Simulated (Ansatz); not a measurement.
# HfB: the cost of one run

Program: Ansatz 0.2.0. Level of theory: DFT PBE, scalar-relativistic, plane waves, PAW. These are calculated values, not measurements.

## (1) The starting structure

The structure is cubic, space group Fm-3m (No. 225). Conventional cell: a = 4.620 Å, b = 4.620 Å, c = 4.620 Å, α = 90.00°, β = 90.00°, γ = 90.00°. Hf (site symmetry m-3m) is surrounded by 6 B at 2.31 Å. Around B (site symmetry m-3m) lie 6 Hf at 2.31 Å.

Structure file:

```cif
data_structure
_symmetry_space_group_name_H-M 'Fm-3m'
_symmetry_Int_Tables_number 225
_cell_length_a 4.6200
_cell_length_b 4.6200
_cell_length_c 4.6200
_cell_angle_alpha 90.000
_cell_angle_beta 90.000
_cell_angle_gamma 90.000
_cell_volume 98.61
loop_
_atom_site_label
_atom_site_type_symbol
_atom_site_symmetry_multiplicity
_atom_site_Wyckoff_symbol
_atom_site_fract_x
_atom_site_fract_y
_atom_site_fract_z
_atom_site_occupancy
Hf1 Hf 4 b 0.50000 0.00000 0.00000 1
B1 B 4 a 0.00000 0.00000 0.00000 1
```

The cell is taken as given, not relaxed at this level.

## (2) Zero of energy

The reference gives a free energy of -15877.8155 eV, pressure 29.80 GPa, largest force 0.000 eV/Å and gap on the mesh none (metal). It was computed beforehand with the settings of the runs below.

## (3) The scan: biaxial against axial strain

The cell is strained by p along both x and y and by q along z, with fractional coordinates fixed.

## (4) At p = -0.030, q = -0.030

Input file input.yaml:

```yaml
crystal:
  lattice:
    - [0.0, 2.2407, 2.2407]
    - [2.2407, 0.0, 2.2407]
    - [2.2407, 2.2407, 0.0]
  atoms:
    - { symbol: Hf, position: [0.5, 0.5, 0.5] }
    - { symbol: B, position: [0.0, 0.0, 0.0] }
basis:
  ecutwfc: 420
kpoints:
  mp_grid: { grid: [18, 18, 18] }
hamiltonian:
  xc: pbe
scf:
  occupations: { method: gaussian, width: 0.15 }
output:
  forces: true
  stress: true
  eigenvalues: true
```

Command:

```bash
$ ansatz run input.yaml --threads 1 --pin off --max-ram 2560MiB --backend cpu --events-out ev --progress --plain --runs-dir out
```

Q: Estimate wall time and peak memory on 1 thread of Arm Neoverse N1, shared host.

About 8.7 s, with a peak of 0.35 GiB.
